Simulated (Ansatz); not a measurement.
# Sc3SbP2: the cost of one run

Method: DFT PBE, scalar-relativistic, plane waves, PAW, in Ansatz 0.2.0.

1 further run of the same task is left out (set aside as unsound or not needed).

## Step 1: The starting structure

The structure is hexagonal, space group P6/mmm (No. 191). The conventional cell has a = 8.487 Å, b = 8.487 Å, c = 3.045 Å, α = 90.00°, β = 90.00°, γ = 120.00°. Sc (site symmetry mmm) is surrounded by 2 P at 2.45 Å. Sb (site symmetry 6/mmm) is surrounded by 2 Sb at 3.05 Å. Around P (site symmetry -6m2) lie 3 Sc at 2.45 Å.

As a file:

```
CELL_PARAMETERS angstrom
8.48651 0.00000 0.00000
-4.24325 7.34953 0.00000
0.00000 0.00000 3.04525
ATOMIC_POSITIONS crystal
Sc 0.50000 0.00000 0.00000
Sc 0.00000 0.50000 0.00000
Sc 0.50000 0.50000 0.00000
Sb 0.00000 0.00000 0.00000
P 0.33333 0.66667 0.00000
P 0.66667 0.33333 0.00000
```

It is the end of an earlier relaxation with the same method, from a generated guess; it is a trial structure. At a tolerance of 0.05 Å it has space group P6/mmm (No. 191); it has 31.66 Å³/atom, an uncorrected energy of +0.21 eV/atom over the elements.

## Step 2: Electronic structure at the relaxed geometry

input.yaml

```yaml
crystal:
  lattice:
    - [8.4865082764, 0.0, 0.0]
    - [-4.2432541382, 7.3495317568, 0.0]
    - [0.0, 0.0, 3.0452521465]
  atoms:
    - { symbol: Sc, position: [0.5, 0.0, 0.0] }
    - { symbol: Sc, position: [0.0, 0.5, 0.0] }
    - { symbol: Sc, position: [0.5, 0.5, 0.0] }
    - { symbol: Sb, position: [0.0, 0.0, 0.0] }
    - { symbol: P, position: [0.3333333333, 0.6666666667, 0.0] }
    - { symbol: P, position: [0.6666666667, 0.3333333333, 0.0] }
basis:
  ecutwfc: 420
kpoints:
  mp_grid: { grid: [6, 6, 12] }
  band_path:
    path:
      - [[0.0, 0.0, 0.0], [0.5, 0.0, 0.0], [0.33333333, 0.33333333, 0.0], [0.0, 0.0, 0.0], [0.0, 0.0, 0.5], [0.5, 0.0, 0.5], [0.33333333, 0.33333333, 0.5], [0.0, 0.0, 0.5]]
      - [[0.5, 0.0, 0.5], [0.5, 0.0, 0.0]]
      - [[0.33333333, 0.33333333, 0.5], [0.33333333, 0.33333333, 0.0]]
    npoints: 14
hamiltonian:
  xc: pbe
scf:
  occupations: { method: gaussian, width: 0.1 }
  n_extra_bands: 15
output:
  forces: true
  stress: true
  eigenvalues: true
  populations: true
  dos: { projected: true, de: 0.02, nscf_kmesh: { grid: [8, 8, 15] } }
  bader: true
  write_density: true
  write_potential: true
  elf: true
  volumetric_format: npy
```

The run is started by

```bash
> ansatz run input.yaml --threads 1 --pin off --max-ram 2560MiB --backend cpu --events-out ev --progress --plain --runs-dir out
```

**Question.** How long does this run take on 1 thread of Intel Xeon at 2.70GHz, shared host, and how much memory does it need?

About 2 min, with a peak of 0.91 GiB.
